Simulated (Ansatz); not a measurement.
# HPbNO4 (P2_1/m) in Ansatz: relaxation of cell and atoms with PBE+D3(BJ)

Aim: the relaxation of cell and atoms of HPbNO4 with PBE+D3(BJ).

Everything below comes from runs of Ansatz 0.2.0. Logs are shortened: lines on timing, memory, paths and dates and some standing lists are left out, and cuts for length are marked.

**1. Starting point**

It takes space group P2_1/m (No. 11, monoclinic). The conventional cell has a = 6.859 Å, b = 4.229 Å, c = 8.026 Å, α = 90.00°, β = 114.99°, γ = 90.00°. Around H (site symmetry m) lie 1 O at 0.99 Å. Pb (site symmetry m) is surrounded by 5 O at 2.47 to 2.74 Å. N (site symmetry m) is surrounded by 3 O at 1.24 to 1.28 Å. O (site symmetry m) is surrounded by 1 H at 0.99 Å. Around O (site symmetry m) lie 1 N at 1.24 Å. O (site symmetry m) has 1 N at 1.27 Å as nearest neighbours. O (site symmetry m) has 1 N at 1.28 Å as nearest neighbours.

The cell was built by a generator and needn't be a form met in nature.

**2. Relaxation of cell and atoms, PBE+D3(BJ)**

File input.yaml:

```yaml
crystal:
  lattice:
    - [6.85876, 0.0, -0.01491]
    - [0.0, 4.22865, 0.0]
    - [-3.37519, 0.0, 7.28194]
  atoms:
    - { symbol: H, position: [0.22549, 0.75, 0.5073] }
    - { symbol: H, position: [0.77451, 0.25, 0.4927] }
    - { symbol: Pb, position: [0.30229, 0.25, 0.28494] }
    - { symbol: Pb, position: [0.69771, 0.75, 0.71506] }
    - { symbol: "N", position: [0.21484, 0.75, 0.83567] }
    - { symbol: "N", position: [0.78516, 0.25, 0.16433] }
    - { symbol: O, position: [0.33078, 0.75, 0.45338] }
    - { symbol: O, position: [0.40909, 0.75, 0.86901] }
    - { symbol: O, position: [0.15508, 0.75, 0.96537] }
    - { symbol: O, position: [0.07083, 0.75, 0.66955] }
    - { symbol: O, position: [0.66922, 0.25, 0.54661] }
    - { symbol: O, position: [0.59091, 0.25, 0.13099] }
    - { symbol: O, position: [0.84492, 0.25, 0.03463] }
    - { symbol: O, position: [0.92917, 0.25, 0.33045] }
hamiltonian:
  xc: pbe
  pseudopotentials: { kind: paw }
  dispersion: d3bj
kpoints:
  mp_grid: { grid: [3, 5, 3] }
scf:
  occupations: { method: fermi_dirac, width: 0.05 }
output:
  forces: true
  stress: true
  eigenvalues: true
relax:
  f_tol: 0.01
  max_steps: 40
  cell: { stress_tol: 0.05 }
```

Potentials or basis: Ansatz PAW.

Launch:

```console
$ ansatz run input.yaml --threads 8 --pin off --max-ram 20480MiB --backend cpu --events-out ev --progress --plain --runs-dir out
```

What it wrote:

```text
Warning: the atoms were moved onto the symmetric positions of the space group found under crystal.symmetry.tolerance 1.0e-5 (fractional; no operation is sought that the atoms, as they stand in a round, miss by more than twice it, and no atom is moved by as much as it), and the run uses the moved positions. Before a round's move an operation carried an atom to 6.88e-5 Å from where it should land, the largest such distance. Atom 6 (counting from 0) moved farthest, by 4.01e-5 Å; the longest move in fractions of the cell, of whichever atom, is 0.49 of the tolerance, in 1 round. To run the atoms as typed, lower crystal.symmetry.tolerance until the operations that they miss are no longer found, or set crystal.symmetry.detect: false (a key that needs symmetry detection or time reversal refuses this as the deck is read). The positions used, in the order of the run's atom list: position: [0.22549, 0.75, 0.5073]; position: [0.77451, 0.25, 0.49269999999999997]; position: [0.30229, 0.25, 0.28493999999999997]; position: [0.69771, 0.75, 0.7150599999999999]; position: [0.21484, 0.75, 0.83567]; position: [0.78516, 0.25, 0.16432999999999995]; position: [0.33078, 0.75, 0.4533849999999999]; position: [0.40909, 0.75, 0.86901]; position: [0.15508, 0.75, 0.96537]; position: [0.07083, 0.75, 0.66955]; position: [0.66922, 0.25, 0.546615]; position: [0.59091, 0.25, 0.13099]; position: [0.84492, 0.25, 0.03462999999999999]; position: [0.92917, 0.25, 0.33044999999999997];
Warning: RAYON_NUM_THREADS=8 ignored (pool sized by the plan → 8); use --threads N
Engine: ansatz 0.2.0, aarch64-unknown-linux-gnu
Pseudopotentials: kind: paw
Pseudopotential: H, paw, valence charge 1, recommended cutoff 420 eV (normal), H.paw.azcp
Pseudopotential: Pb, paw, valence charge 14, recommended cutoff 420 eV (normal), Pb.paw.azcp
Pseudopotential: N, paw, valence charge 5, recommended cutoff 420 eV (normal), N.paw.azcp
Pseudopotential: O, paw, valence charge 6, recommended cutoff 420 eV (normal), O.paw.azcp
Functional definition: PBE
  parameter kappa = 0.804
  parameter beta = 0.06672455060314922
  exchange = pbe_x(kappa = kappa, mu = beta*pi^2/3)
  correlation = pbe_c(beta = beta)
Crystal: 14 atoms, lattice volume = 210.987 Å³
Basis set: ecut = 420 eV, 4123 PW (Γ), exchange–correlation on 96×60×108 points (8 copies of the dense FFT grid, shifted against one another)
Bands: 58, of which v1, the nominal top of the filled ones, is band 44 counted from 1 (43 counted from 0)
Symmetry: 4 space group operations
Space group: P21/m (ITA 11), of the structure as read, at distance tolerance 6.0e-5 Å
k-points: 15 of 45
Non-local potential: H, projectors of the file, l = 0: 2, l = 1: 1
Non-local potential: Pb, projectors of the file, l = 0: 2, l = 1: 2, l = 2: 2, l = 3: 2
[... 253 lines left out ...]
  P = ⅓ Tr σ = 0.0019 GPa (0.019 kbar)
--- Band table (eV; the first three rows and the last of 15) ---
  k-point 0: bands = ["-22.6850", "-22.6391", "-17.3944", "-17.2844", "-17.0158", "-16.9568", "-15.0072", "-14.8304", "-12.2989", "-12.2796", "-12.2755", "-12.2684", "-12.2561", "-12.2543", "-12.2474", "-12.2422", "-12.1955", "-12.0083", "-6.9906", "-6.4021", "-4.7668", "-4.7644", "-4.7477", "-4.5726", "-4.4544", "-4.2183", "-3.5281", "-3.0461", "-1.5790", "-0.6420", "-0.0794", "0.4679", "0.6090", "0.6457", "0.9917", "1.0777", "1.1677", "1.2280", "1.4530", "1.5269", "1.6197", "2.5195", "2.5237", "2.8887", "6.1060", "6.8082", "7.1013", "7.1762", "8.5769", "8.9151", "9.2153", "9.2930", "10.0563", "10.1870", "11.8886", "12.6346", "12.7076", "13.2246"]
  k-point 1: bands = ["-22.6822", "-22.6421", "-17.3892", "-17.2887", "-17.0032", "-16.9734", "-15.0030", "-14.8286", "-12.2989", "-12.2791", "-12.2752", "-12.2692", "-12.2573", "-12.2521", "-12.2464", "-12.2410", "-12.1975", "-12.0113", "-6.9772", "-6.4809", "-4.9293", "-4.7514", "-4.5881", "-4.5096", "-4.4081", "-4.2607", "-3.3743", "-3.0742", "-1.6538", "-0.8697", "-0.0003", "0.3852", "0.4194", "0.7476", "0.9527", "1.1767", "1.3414", "1.4461", "1.4797", "1.4973", "1.5046", "2.4937", "2.6051", "2.7662", "6.1573", "6.7114", "7.1081", "7.1420", "8.1457", "8.7212", "9.5113", "10.0017", "10.0773", "10.6187", "11.5464", "12.0810", "12.9163", "13.0926"]
  k-point 2: bands = ["-22.6785", "-22.6414", "-17.3820", "-17.2930", "-17.0086", "-16.9607", "-14.9854", "-14.8435", "-12.2912", "-12.2883", "-12.2775", "-12.2598", "-12.2568", "-12.2427", "-12.2344", "-12.2312", "-12.1663", "-12.0009", "-6.9380", "-6.4640", "-4.8400", "-4.7232", "-4.6420", "-4.6374", "-4.4184", "-4.2452", "-3.5390", "-3.0586", "-1.9476", "-1.0178", "-0.1105", "0.4772", "0.6757", "0.7077", "0.8093", "1.0709", "1.1844", "1.2627", "1.4103", "1.6128", "1.8874", "2.5130", "2.5490", "2.8030", "6.0849", "6.6602", "7.4842", "7.5435", "8.2918", "8.7446", "9.0562", "9.3265", "10.1869", "10.5747", "11.8801", "12.5670", "13.1972", "13.4290"]
  k-point 14: bands = ["-22.6618", "-22.6500", "-17.3525", "-17.3249", "-16.9866", "-16.9771", "-14.9360", "-14.8803", "-12.2827", "-12.2755", "-12.2693", "-12.2636", "-12.2550", "-12.2446", "-12.2072", "-12.2021", "-12.0871", "-12.0161", "-6.7249", "-6.6072", "-4.9391", "-4.8637", "-4.5808", "-4.5768", "-4.3146", "-4.2772", "-3.4085", "-3.3984", "-2.1598", "-1.9534", "0.3833", "0.4101", "0.5243", "0.6624", "0.9098", "1.0352", "1.1963", "1.2705", "1.5033", "1.5447", "2.2177", "2.3191", "2.6681", "2.7782", "6.2285", "6.3918", "7.4868", "7.7724", "8.2639", "8.6235", "9.0217", "9.3596", "11.2640", "11.4462", "11.7431", "11.8123", "13.0054", "13.2748"]
--- Relaxed structure (12 steps of the walk, 10 accepted, 2 SCFs on fresh bases) ---
  F+E_penalty+E_count = -29144.56982029 eV   max|allowed force component| = 5.052e-3 eV/Å   (the final SCF, on the basis selected at the relaxed cell)
  cell:  # Å, volume = 205.5653 Å³
    - [6.889127980191748, 4.254291760899737e-18, 0.004249626789113401]
    - [2.594014278098081e-18, 4.160725694539129, -1.3292386631836088e-17]
    - [-3.3700366664022474, -2.496060278366058e-17, 7.169527438604563]
  atoms:
    - { symbol: H, position: [0.22453914107903195, 0.75, 0.5117678178568609] }
    - { symbol: H, position: [0.7754608589209684, 0.25, 0.4882321821431391] }
    - { symbol: Pb, position: [0.299396249905521, 0.25, 0.280877128064885] }
    - { symbol: Pb, position: [0.7006037500944793, 0.75, 0.719122871935115] }
    - { symbol: N, position: [0.21714160892685694, 0.75, 0.83737441018148] }
    - { symbol: N, position: [0.7828583910731431, 0.25, 0.16262558981851988] }
    - { symbol: O, position: [0.3286162531365294, 0.75, 0.45627040374981] }
    - { symbol: O, position: [0.41095858982791544, 0.75, 0.8738081670982762] }
    - { symbol: O, position: [0.15568401188309894, 0.75, 0.9679239308292594] }
    - { symbol: O, position: [0.07483985389310172, 0.75, 0.6686980123106627] }
    - { symbol: O, position: [0.6713837468634707, 0.25, 0.5437295962501899] }
    - { symbol: O, position: [0.5890414101720848, 0.25, 0.12619183290172376] }
    - { symbol: O, position: [0.8443159881169015, 0.25, 0.03207606917074073] }
    - { symbol: O, position: [0.9251601461068987, 0.25, 0.3313019876893372] }
```

It took 27 s on 8 threads of Arm Neoverse V2, shared host; peak memory 0.93 GiB.

What came out:

* Free energy: -29144.5698 eV
* Relaxed volume: 14.68 Å³/atom
* Relaxed cell: a = 6.889 Å, b = 4.161 Å, c = 7.922 Å, α = 90.00°, β = 115.14°, γ = 90.00°
* Space group after relaxing (to 0.05 Å): P2_1/m (No. 11)
* Energy gained by relaxing: 1.5 meV/atom
* Ionic steps: 12
* Pressure after relaxing: 0.0 GPa
* Largest force after relaxing: 0.005 eV/Å
* Band gap on the k mesh: 3.08 eV, indirect (least direct gap 3.22 eV)

Forces in eV/Å, atoms in the order of the input:
```
H    0.004  0.000  0.000
H   -0.004  0.000  0.000
Pb   0.000  0.000 -0.004
Pb   0.000  0.000  0.004
N   -0.001  0.000 -0.003
N    0.001  0.000  0.003
O   -0.003  0.000 -0.003
O   -0.002  0.000  0.001
O   -0.001  0.000  0.004
O    0.005  0.000  0.001
O    0.003  0.000  0.003
O    0.002  0.000 -0.001
O    0.001  0.000 -0.004
O   -0.005  0.000 -0.001
```

Step by step:
```csv
step,energy change (eV),largest force (eV/Å),volume (Å³)
1,0.0000,0.1154,210.99
2,-0.0280,0.1676,207.53
3,-0.0344,0.1438,206.41
4,-0.0362,0.0428,206.16
5,-0.0358,0.0852,206.29
6,-0.0367,0.0250,206.05
7,-0.0355,0.0265,206.41
8,-0.0362,0.0053,206.25
9,-0.0198,0.0051,206.25
10,-0.0224,0.0166,205.66
11,-0.0229,0.0050,205.57
12,-0.0205,0.0051,205.57
```

Final structure:
```
CELL_PARAMETERS angstrom
6.88913 0.00000 0.00425
0.00000 4.16073 0.00000
-3.37004 0.00000 7.16953
ATOMIC_POSITIONS crystal
H 0.22454 0.75000 0.51177
H 0.77546 0.25000 0.48823
Pb 0.29940 0.25000 0.28088
Pb 0.70060 0.75000 0.71912
N 0.21714 0.75000 0.83737
N 0.78286 0.25000 0.16263
O 0.32862 0.75000 0.45627
O 0.41096 0.75000 0.87381
O 0.15568 0.75000 0.96792
O 0.07484 0.75000 0.66870
O 0.67138 0.25000 0.54373
O 0.58904 0.25000 0.12619
O 0.84432 0.25000 0.03208
O 0.92516 0.25000 0.33130
```

Caveat: odd divisions of the mesh miss points on the zone boundary, where band edges often lie, so the gap on the mesh can be too wide; the plane-wave basis is chosen anew once the cell has moved, so the energies of steps on either side of that aren't comparable; the pressure holds a Pulay correction of +0.6 GPa for the finite cutoff; spin-orbit coupling is left out, which as a rule narrows the gap of such compounds by several tenths of an eV. Expect the measured gap to be larger: semilocal functionals such as PBE lack the derivative discontinuity.
